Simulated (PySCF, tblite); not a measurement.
# C₃H₁₀FSi₃ radical: geometry, infrared bands and EPR parameters

What infrared bands and EPR parameters should C₃H₁₀FSi₃ radical (`F[C]1[SiH2]C[SiH2]C[SiH2]1`) show?

Programs: tblite 0.8.0 and PySCF 2.14.0, with density-fitted response routines of our own. Each step states its level of theory. These are calculated values for one molecule in the gas phase, unless marked as measured. Atoms are numbered from 0 throughout.

## 1. The starting structure

17 atoms, charge 0, multiplicity 2; geometry from: force field or distance geometry start.

Bonds of the start (Å): F0–C1 1.37, C1–Si2 1.80, Si2–C3 1.86, C3–Si4 1.84, Si4–C5 1.85, C5–Si6 1.86, Si6–C1 1.81, Si2–H7 1.48, Si2–H8 1.48, C3–H9 1.10, C3–H10 1.10, Si4–H11 1.48, Si4–H12 1.48, C5–H13 1.09, C5–H14 1.10, Si6–H15 1.47, Si6–H16 1.49.

## 2. Geometry optimisation with GFN2-xTB

The job: settings as JSON, then the geometry in Å.

```
{"job": {"kind": "relax", "xc": "GFN2-xTB", "basis": "xTB"}, "charge": 0, "multiplicity": 2}
F      2.667200    -1.472200     0.687000
C      1.603500    -0.877300     0.071000
Si     0.105100    -1.807000    -0.299000
C     -1.421000    -0.988800     0.391300
Si    -1.402200     0.767600    -0.162700
C      0.059100     1.717400     0.456600
Si     1.575300     0.903900    -0.247000
H     -0.041900    -1.937500    -1.768600
H      0.196000    -3.181400     0.247300
H     -2.328500    -1.508000     0.058400
H     -1.416600    -1.047700     1.491700
H     -2.630500     1.425300     0.344300
H     -1.486900     0.847300    -1.640100
H      0.093400     1.701700     1.550900
H      0.008900     2.774500     0.149500
H      1.638100     1.147600    -1.693100
H      2.774000     1.546700     0.352700
```

Command:

```bash
$ OMP_NUM_THREADS=1 python probes_run.py task.json out
```

The driver reads the jobs from task.json and runs them one after another.

The log of the run:

```text
step      E/eV     max force
  0    -580.52955    2.685
  1    -580.74586    1.044
  2    -580.80502    0.650
  3    -580.84479    0.665
  4    -580.88007    0.401
  5    -580.89576    0.294
  6    -580.90279    0.163
  7    -580.90634    0.172
  8    -580.91036    0.160
  9    -580.91472    0.162
 10    -580.91776    0.109
 11    -580.91970    0.118
 12    -580.92176    0.131
 13    -580.92413    0.126
 14    -580.92611    0.095
 15    -580.92754    0.078
 16    -580.92875    0.079
 17    -580.92998    0.092
 18    -580.93108    0.080
 19    -580.93190    0.070
 20    -580.93268    0.078
 21    -580.93389    0.096
 22    -580.93598    0.149
 23    -580.93909    0.168
 24    -580.94255    0.134
 25    -580.94542    0.102
 26    -580.94709    0.067
 27    -580.94783    0.060
 28    -580.94842    0.051
 29    -580.94905    0.053
 30    -580.94991    0.080
 31    -580.95101    0.099
 32    -580.95206    0.080
 33    -580.95284    0.050
 34    -580.95346    0.063
 35    -580.95415    0.073
 36    -580.95504    0.088
 37    -580.95592    0.067
 38    -580.95652    0.050
 39    -580.95692    0.062
 40    -580.95738    0.065
 41    -580.95809    0.074
 42    -580.95908    0.065
 43    -580.96014    0.056
 44    -580.96092    0.059
 45    -580.96143    0.076
 46    -580.96180    0.055
 47    -580.96219    0.050
 48    -580.96260    0.037
 49    -580.96298    0.050
 50    -580.96328    0.053
 51    -580.96363    0.043
 52    -580.96385    0.028
 53    -580.96396    0.024
 54    -580.96403    0.030
 55    -580.96413    0.031
 56    -580.96428    0.044
 57    -580.96446    0.035
 58    -580.96465    0.035
 59    -580.96483    0.048
 60    -580.96507    0.058
 61    -580.96542    0.068
 62    -580.96584    0.051
 63    -580.96626    0.045
 64    -580.96661    0.050
 65    -580.96695    0.049
 66    -580.96732    0.140
 67    -580.96776    0.073
 68    -580.96830    0.029
 69    -580.96857    0.023
 70    -580.96866    0.024
 71    -580.96888    0.031
 72    -580.96906    0.033
 73    -580.96930    0.026
 74    -580.96946    0.021
 75    -580.96955    0.015
 76    -580.96958    0.009
```

It took 0.56 s on 1 thread of Arm Neoverse V2, shared host.

Step by step: (not every step is listed)

```tsv
step	energy from step 0 (eV)	largest force (eV/Å)
0	0.0000	2.6846
1	-0.2163	1.0441
2	-0.2755	0.6504
3	-0.3152	0.6652
4	-0.3505	0.4013
5	-0.3662	0.2943
6	-0.3732	0.1635
7	-0.3768	0.1716
8	-0.3808	0.1602
14	-0.3966	0.0955
20	-0.4031	0.0777
26	-0.4175	0.0667
32	-0.4225	0.0797
38	-0.4270	0.0503
44	-0.4314	0.0593
50	-0.4337	0.0534
56	-0.4347	0.0439
62	-0.4363	0.0507
68	-0.4388	0.0289
71	-0.4393	0.0313
72	-0.4395	0.0326
73	-0.4398	0.0259
74	-0.4399	0.0207
75	-0.4400	0.0154
76	-0.4400	0.0086
```

Close pairs (by a distance rule), those that changed most:

```tsv
bond	before (Å)	after (Å)	change (Å)
C1–Si2	1.802	1.878	+0.076
C1–Si6	1.810	1.878	+0.069
C3–Si4	1.842	1.900	+0.058
Si4–C5	1.850	1.900	+0.050
C5–Si6	1.859	1.899	+0.040
Si2–C3	1.864	1.898	+0.034
Si6–H16	1.487	1.470	-0.016
C5–H14	1.102	1.089	-0.013
```

The next job starts from the end point, and lists it.

## 3. Harmonic vibrations with GFN2-xTB

The job: settings as JSON, then the geometry in Å.

```
{"job": {"kind": "ir", "xc": "GFN2-xTB", "basis": "xTB"}, "charge": 0, "multiplicity": 2}
F      2.755630    -1.500689    -0.107164
C      1.561789    -0.849589    -0.104471
Si     0.061836    -1.974288    -0.218069
C     -1.441093    -0.974891     0.370726
Si    -1.508670     0.828826    -0.222876
C      0.032864     1.726685     0.431047
Si     1.697542     1.023240    -0.151352
H     -0.136035    -2.404351    -1.612627
H      0.286346    -3.165159     0.613458
H     -2.343128    -1.494258     0.052110
H     -1.465585    -0.979825     1.460296
H     -2.719566     1.477879     0.311753
H     -1.560453     0.889547    -1.689844
H      0.002255     1.712527     1.520456
H     -0.012665     2.776521     0.146786
H      1.977994     1.468809    -1.527128
H      2.803942     1.451046     0.716988
```

The log of the run:

```text
mode    cm-1     km/mol
  1      39.5      1.12
  2      77.9      0.02
  3     142.4      0.05
  4     179.8      1.41
  5     193.3      5.03
  6     205.0      4.18
  7     277.9      1.97
  8     298.6      7.84
  9     429.1      8.86
 10     452.8     20.12
 11     457.2     48.25
 12     480.8     55.78
 13     525.1      0.36
 14     547.1      0.84
 15     549.5     33.31
 16     599.6     78.48
 17     620.0     32.30
 18     636.1      2.66
 19     687.2      5.04
 20     709.7    171.27
 21     739.3    204.95
 22     780.7    726.42
 23     783.7    382.85
 24     787.0      7.97
 25     802.8    167.83
 26     823.1    229.73
 27     834.8    133.81
 28     969.6     82.95
 29    1019.8      0.01
 30    1030.5      1.50
 31    1129.7     39.32
 32    1135.0     52.80
 33    1146.9    127.96
 34    1462.3      0.15
 35    1467.4      0.45
 36    2160.1     82.44
 37    2162.5    242.57
 38    2170.6    650.60
 39    2202.5    279.54
 40    2206.6    159.94
 41    2211.3    526.81
 42    2976.5     11.39
 43    2980.3     63.41
 44    2997.0     17.33
 45    2999.3     41.85
```

Wall time 0.66 s (1 thread of Arm Neoverse V2, shared host).

The strongest bands and the atoms that carry them (share of the mass-weighted mode):

```tsv
cm⁻¹	km/mol	atoms
739	204.9	H16 14 %, H8 14 %, H15 14 %, H7 14 %
781	726.4	H11 13 %, H8 13 %, H16 12 %, H7 11 %
784	382.9	H11 20 %, H12 20 %, H16 13 %, H8 13 %
823	229.7	C5 24 %, C3 23 %, Si6 12 %, Si2 12 %
2162	242.6	H7 43 %, H11 43 %
2171	650.6	H11 43 %, H7 32 %, H15 18 %
2202	279.5	H16 80 %
2211	526.8	H12 86 %
```

## 4. g tensor and hyperfine couplings: B3LYP/pcH-1

Settings changed since step 3:

```diff
@@ -1,2 +1,2 @@
-{"job": {"kind": "ir", "xc": "GFN2-xTB", "basis": "xTB"}, "charge": 0, "multiplicity": 2}
+{"job": {"kind": "epr", "basis": "pcH-1"}, "charge": 0, "multiplicity": 2}
 F      2.755630    -1.500689    -0.107164
```

Method: UKS B3LYP, pcH-1 on C F H Si, non-relativistic, mean-field spin-orbit, GIAO.

The log of the run:

```text
UKS, coarse grid
  cycle   1  E = -1088.59503415  |g| = 4.76e-01
  cycle   2  E = -1088.51931187  |g| = 6.36e-01
  cycle   3  E = -1088.67934533  |g| = 8.85e-02
  cycle   4  E = -1088.68129420  |g| = 4.12e-02
  cycle   5  E = -1088.68196576  |g| = 9.33e-03
  cycle   6  E = -1088.68200673  |g| = 2.58e-03
  cycle   7  E = -1088.68201057  |g| = 1.02e-03
  cycle   8  E = -1088.68201155  |g| = 3.94e-04
UKS, final grid
  cycle   1  E = -1088.68202047  |g| = 4.70e-04
  cycle   2  E = -1088.68202036  |g| = 6.85e-04
  cycle   3  E = -1088.68202060  |g| = 9.83e-05
  cycle   4  E = -1088.68202060  |g| = 2.16e-05
E = -1088.68202060 Eh   <S^2> = 0.7535 (exact 0.7500)
g shifts (ppm)      1          2          3
  rmc          -175       -175       -175
  gc             -0         37         41
  oz_so        -112       3087       3564
  total        -287       2949       3430
hyperfine (MHz)  atom isotope    a_iso     a_fc   dipolar eigenvalues
    0   19F     147.42     146.28   -272.33   -244.92    517.25
    1   13C      89.36      89.24    -74.44    -70.43    144.87
    2  29Si      38.49      38.54     -2.24     -0.34      2.58
    3   13C       1.63       1.63     -0.70     -0.43      1.13
    4  29Si       1.37       1.38     -0.53      0.21      0.32
    5   13C       1.63       1.63     -0.70     -0.42      1.13
    6  29Si      38.50      38.56     -2.24     -0.34      2.58
    7    1H      70.41      70.41     -3.31     -1.49      4.80
    8    1H      27.04      27.04     -2.96     -2.40      5.36
    9    1H      -0.26      -0.26     -1.12     -1.08      2.20
   10    1H      -0.11      -0.11     -1.97     -1.58      3.54
   11    1H       2.78       2.78     -0.62     -0.59      1.21
   12    1H       0.71       0.71     -1.16     -1.15      2.31
   13    1H      -0.11      -0.11     -1.96     -1.58      3.54
   14    1H      -0.26      -0.26     -1.12     -1.08      2.20
   15    1H      70.40      70.39     -3.31     -1.49      4.80
   16    1H      27.00      27.00     -2.96     -2.39      5.35
```

Run time: 2.1 min. Hardware: 1 thread of Arm Neoverse V2, shared host; peak memory 1.1 GiB.

Principal g values 2.00203, 2.00527, 2.00575; g(iso) = 2.00435, against 2.00232 for a free electron.

Hyperfine couplings; where a row names several nuclei, a(iso) is their mean (it holds for fast rotation or exchange) and the dipolar term the largest among them:

```tsv
nuclei	isotope	a(iso) (MHz)	a(iso) (G, at g = 2.0023)	largest dipolar term (MHz)
F0	19F	147.4	52.6	517.3
C1	13C	89.4	31.9	144.9
H7, H8, H15, H16	1H	48.7	17.4	5.4
Si2, Si6	29Si	38.5	13.7	2.6
H11, H12	1H	1.7	0.6	2.3
C3, C5	13C	1.6	0.6	1.1
Si4	29Si	1.4	0.5	-0.5
H9, H10, H13, H14	1H	-0.2	-0.1	3.5
```

Mulliken spin populations:

F0 0.08; C1 0.87; Si2 -0.03; C3 0.00; Si4 0.00; C5 0.00; Si6 -0.03; H7 0.04; H8 0.02; H9 0.00; H10 0.00; H11 0.00; H12 0.00; H13 0.00; H14 0.00; H15 0.04; H16 0.02

In first order the couplings over 0.8 MHz of 19F, 1H give 30 distinct lines over 123.4 G, if the averaged nuclei exchange fast.

The fields below are evaluated on a grid from the run's orbitals.

ELF in a plane through or near 9 of the atoms.

Values, 10 rows by 14 columns:
```
0.00 0.00 0.00 0.00 0.00 0.00 0.00 0.00 0.00 0.00 0.00 0.00 0.00 0.00
0.00 0.00 0.00 0.00 0.00 0.05 0.62 0.79 0.20 0.00 0.00 0.00 0.00 0.00
0.00 0.00 0.00 0.00 0.00 0.30 1.00 1.00 0.86 0.01 0.00 0.00 0.00 0.00
0.00 0.00 0.28 0.92 0.75 0.35 0.30 0.10 0.43 0.34 0.92 0.70 0.01 0.00
0.00 0.00 0.32 0.93 0.90 0.34 0.88 0.39 0.75 0.25 0.95 0.69 0.02 0.00
0.00 0.00 0.03 0.18 0.37 0.48 0.22 0.05 0.51 0.24 0.35 0.07 0.01 0.00
0.00 0.02 0.67 0.96 0.41 0.15 0.92 0.13 0.80 0.16 0.85 0.86 0.22 0.00
0.00 0.00 0.37 0.74 0.40 0.03 0.58 0.77 0.11 0.05 0.64 0.59 0.08 0.00
0.00 0.00 0.00 0.00 0.00 0.09 0.49 0.60 0.25 0.00 0.00 0.00 0.00 0.00
0.00 0.00 0.00 0.00 0.00 0.00 0.00 0.00 0.00 0.00 0.00 0.00 0.00 0.00
```
The map spans 10.5 Å across and 11.5 Å up, centred on the molecule. Atoms in the plane (x, y in Å): F0 (0.0, -3.1), C1 (0.0, -1.8), Si2 (1.7, -1.0), C3 (1.5, 0.8), C5 (-1.5, 0.8), Si6 (-1.7, -1.0), H9 (2.4, 1.3), H11 (0.0, 3.1), H14 (-2.4, 1.3).

On the surface of density 0.002 e/bohr³ the electrostatic potential runs, from the 1st to the 99th percentile, from -0.78 V near F0 to 1.13 V near H12.

The spin density lies nearest to C1 71 %; F0 12 %.

## 5. Results

| quantity | value |
| --- | --- |
| strongest single infrared mode (GFN2-xTB) | 781 cm⁻¹, 726 km/mol |
| zero-point energy (GFN2-xTB) | 68.7 kcal/mol |
| g(iso) (B3LYP) | 2.00435 |
| ⟨S²⟩ | 0.753 (exact 0.75) |
| largest a(iso) (averaged by class) | 19F on F0, 147.4 MHz |
| surface potential, 1st and 99th percentile | -0.78 V and 1.13 V |

The optimisation took 76 steps and gained 0.440 eV; among the close pairs (by a distance rule), C1–Si2 changed most, from 1.802 to 1.878 Å. No mode is imaginary among the 45: a minimum at this level. Unscaled tight-binding wavenumbers are off by several per cent, some by more. Its intensities can rank the bands wrongly. Most of the unpaired spin sits on C1 (0.87 e). The isotropic g lies 2.0 ppt above the free-electron value.
